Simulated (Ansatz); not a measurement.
**AlFHSe radical (SMILES [F][AlH][Se]): one structure at several levels**

One table from this session's results is given with a row withheld; the runs are named, their logs left out.

Method: single points in def2-TZVPP; program: Ansatz 0.2.0, Gaussian basis.

Correlated methods freeze the cores. Filled d shells of the heavier atoms are correlated. Orbitals are unrestricted.

### Starting geometry

SMILES `[F][AlH][Se]`, 4 atoms, charge 0, spin multiplicity 2.

Atoms are counted from 1 here; the program's logs count them from 0.

Bond lengths: F1–Al2 1.744 Å, Al2–Se3 2.345 Å, Al2–H4 1.691 Å. Angles: F1–Al2–Se3 125.8°, F1–Al2–H4 105.0°, Se3–Al2–H4 129.1°.

Geometry (Å):

```xyz
4

F     0.9049   -0.5464    1.3804
Al    0.0502    0.0912    0.0005
Se   -1.5814   -1.0399   -1.2468
H     0.6349    1.6669   -0.1885
```

Set-up of the first run:

run/in.yaml reads:

```yaml
crystal:
  periodic: [false, false, false]
  atoms:
    - {symbol: F, position_ang: [0.904900, -0.546400, 1.380400]}
    - {symbol: Al, position_ang: [0.050200, 0.091200, 0.000500]}
    - {symbol: Se, position_ang: [-1.581400, -1.039900, -1.246800]}
    - {symbol: H, position_ang: [0.634900, 1.666900, -0.188500]}
basis:
  gaussian: {orbitals: def2-TZVPP}
magnetization: {spin_polarized: true, initial_magnetization: 1}
correlation: {method: ccsd_t}
scf: {omitted_lower_state_checks: [cluster_reference]}
output: {forces: true}
```

The command line of these runs was not kept.

Among the steps run: CCSD(T)/def2-TZVPP; PBE0-D4/def2-TZVPP; wB97M-V/def2-TZVPP; r2SCAN-D4/def2-TZVPP; PBE-D4/def2-TZVPP; BHLYP-D4/def2-TZVPP; HSE06-D4/def2-TZVPP.

One of the session's tables, all rows but one given; the rest of the session is left out.

| method | RMS force component (eV/Å) | angle to CCSD(T) forces (°) | dipole (D) |
| --- | --- | --- | --- |
| CCSD(T) | 1.031 | reference | 1.75 |
| PBE0-D4 | 1.006 | 1.8 | 1.78 |
| wB97M-V | 1.014 | 3.9 | 1.72 |
| r2SCAN-D4 | ? | ? | ? |
| PBE-D4 | 0.818 | 2.7 | 1.68 |
| BHLYP-D4 | 1.168 | 2.4 | 1.85 |
| HSE06-D4 | 1.005 | 1.8 | 1.78 |

Estimate the missing values for r2SCAN-D4.

**Answer.** RMS force component (eV/Å): 0.992; angle to CCSD(T) forces (°): 1.9; dipole (D): 1.68. In the column «RMS force component (eV/Å)» it lies between PBE-D4 (0.818) and HSE06-D4 (1.005).
